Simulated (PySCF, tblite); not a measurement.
# C2H9AlO2Si2: geometry, infrared bands and NMR shifts

What infrared bands and NMR shifts should C2H9AlO2Si2 (`[AlH2][CH]=C(O[SiH3])O[SiH3]`) show?

Programs: tblite 0.8.0 and PySCF 2.14.0, with density-fitted response routines of our own. Each step states its level of theory. These are calculated values for one molecule in the gas phase, unless marked as measured. Atoms count from 0, in the outputs and in this text.

## (1) The molecule as given

16 atoms, charge 0, multiplicity 1; geometry from: force field or distance geometry start.

Bonds of the start (Å): Al0–C1 1.99, C1–C2 1.33, C2–O3 1.42, O3–Si4 1.75, C2–O5 1.40, O5–Si6 1.74, Al0–H7 1.59, Al0–H8 1.60, C1–H9 1.08, Si4–H10 1.47, Si4–H11 1.47, Si4–H12 1.47, Si6–H13 1.47, Si6–H14 1.48, Si6–H15 1.48.

## (2) Relaxing the molecule with GFN2-xTB

Job settings and geometry (Å):

```
{"job": {"kind": "relax", "xc": "GFN2-xTB", "basis": "xTB"}, "charge": 0, "multiplicity": 1}
Al     2.897500    -0.457100     0.896000
C      1.156100    -0.801400    -0.013600
C      0.119200     0.022200     0.061300
O     -1.108800    -0.241400    -0.601200
Si    -1.481400    -1.659300    -1.556300
O      0.225600     1.206900     0.792800
Si    -1.063000     2.369400     0.946000
H      4.090500    -1.500100     0.770000
H      3.090100     0.876100     1.754500
H      1.118600    -1.732700    -0.554400
H     -1.346600    -2.871500    -0.744200
H     -0.557700    -1.729600    -2.702100
H     -2.865400    -1.555300    -2.050500
H     -1.433600     2.861900    -0.385600
H     -0.619500     3.499100     1.787200
H     -2.229400     1.721600     1.588700
```

The run is started by

```
OMP_NUM_THREADS=1 python probes_run.py task.json out
```

The driver reads the jobs from task.json and runs them one after another.

**Question.** This job is followed by: GFN2-xTB harmonic vibrations, gas phase; GIAO PBE0/pcSseg-1 NMR shielding, non-relativistic, gas phase. Predict these results of the whole session: strongest single infrared mode (GFN2-xTB); zero-point energy (GFN2-xTB); 13C shifts against TMS (PBE0/pcSseg-1); 1H shifts against TMS (PBE0/pcSseg-1, means over atoms taken as alike); 27Al shifts against AlH4- (PBE0/pcSseg-1); 17O shifts against H2O (PBE0/pcSseg-1); 29Si shifts against TMS (PBE0/pcSseg-1); surface potential, 1st and 99th percentile.

The runs gave:

| quantity | value |
| --- | --- |
| strongest single infrared mode (GFN2-xTB) | 2263 cm⁻¹, 594 km/mol |
| zero-point energy (GFN2-xTB) | 57.2 kcal/mol |
| 13C shifts against TMS (PBE0/pcSseg-1) | 170.9, 86.1 ppm |
| 1H shifts against TMS (PBE0/pcSseg-1, means over atoms taken as alike) | 5.67, 4.98, 4.74, 4.47 ppm |
| 27Al shifts against AlH4- (PBE0/pcSseg-1) | 173.9 ppm |
| 17O shifts against H2O (PBE0/pcSseg-1) | 132.9, 119.7 ppm |
| 29Si shifts against TMS (PBE0/pcSseg-1) | -37.9, -45.3 ppm |
| surface potential, 1st and 99th percentile | -1.21 V and 2.24 V |

Over 75 steps the energy fell by 0.928 eV; of the close pairs, O3–Si4 changed most, 1.750 to 1.638 Å. The lowest mode is imaginary (268i cm⁻¹), so the xTB geometry is not a minimum. The strongest single mode, at 2263 cm⁻¹, moves mainly H15 and H13. Unscaled tight-binding wavenumbers are off by several per cent, some by more. Its intensities can rank the bands wrongly. C2 (alkene carbon bearing oxygen) lies farthest downfield among carbon, at 170.9 ppm; an sp2 carbon further deshielded by the attached heteroatom. At PBE0/pcSseg-1, counted by nearest atom on the grid, the HOMO lies on C1 44 %; C2 19 %, the LUMO on Al0 43 %; H7, H8 about 14 % each.
